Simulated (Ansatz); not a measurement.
# HoHgF4: the cost of one run

Method: DFT PBE, scalar-relativistic, plane waves, PAW; 4f electrons in the core of a trivalent norm-conserving potential, in Ansatz 0.2.0.

## Step 1: The starting structure

It takes space group P4/mmm (No. 123, tetragonal). Conventional cell: a = 3.741 Å, b = 3.741 Å, c = 6.269 Å, α = 90.00°, β = 90.00°, γ = 90.00°. Ho (site symmetry 4/mmm) has 10 F at 2.51 to 2.72 Å in its first shell of neighbours. Hg (site symmetry 4/mmm) has 10 F at 2.51 to 2.72 Å in its first shell of neighbours. F (site symmetry 4mm) is surrounded by 1 F at 1.25 Å.

Structure file:

```
Ho Hg F
1.0
     3.74115    0.00000    0.00000
     0.00000    3.74115    0.00000
     0.00000    0.00000    6.26873
Ho Hg F
1 1 4
Direct
  0.00000 0.00000 0.00000
  0.50000 0.50000 0.50000
  0.00000 0.00000 0.59933
  0.50000 0.50000 0.09935
  0.50000 0.50000 0.90065
  0.00000 0.00000 0.40067
```

A structure generator made this guess: species swapped into a database cell of LaNdC4 (P4/mmm, No. 123), with Hg on the La sites, Ho on the Nd sites and F on the C sites. Its size is a rough estimate.

## Step 2: A first look at the guess

input.yaml reads:

```yaml
crystal:
  lattice:
    - [3.74115276, 0.0, 0.0]
    - [0.0, 3.74115276, 0.0]
    - [0.0, 0.0, 6.26873489]
  atoms:
    - { symbol: Ho, position: [0.0, 0.0, 0.0] }
    - { symbol: Hg, position: [0.5, 0.5, 0.5] }
    - { symbol: F, position: [0.0, 0.0, 0.59932601] }
    - { symbol: F, position: [0.5, 0.5, 0.099347] }
    - { symbol: F, position: [0.5, 0.5, 0.900653] }
    - { symbol: F, position: [0.0, 0.0, 0.40067399] }
basis:
  ecutwfc: 690
kpoints:
  mp_grid: { grid: [4, 4, 4] }
hamiltonian:
  xc: pbe
  pseudopotentials:
    kind: paw
    azcp: { Ho: "pseudopotentials/pbe/nc/lanthanide_3plus/Ho.nc.azcp" }
scf:
  occupations: { method: gaussian, width: 0.1 }
  lower_state_search: "off"
output:
  forces: true
  stress: true
  eigenvalues: true
```

Command:

```sh
ansatz run input.yaml --threads 1 --pin off --max-ram 2560MiB --backend cpu --events-out ev --progress --plain --runs-dir out
```

**Question.** How long does this run take on 1 thread of Intel Xeon at 2.70GHz, shared host, and how much memory does it need?

About 8.6 s, with a peak of 0.44 GiB.
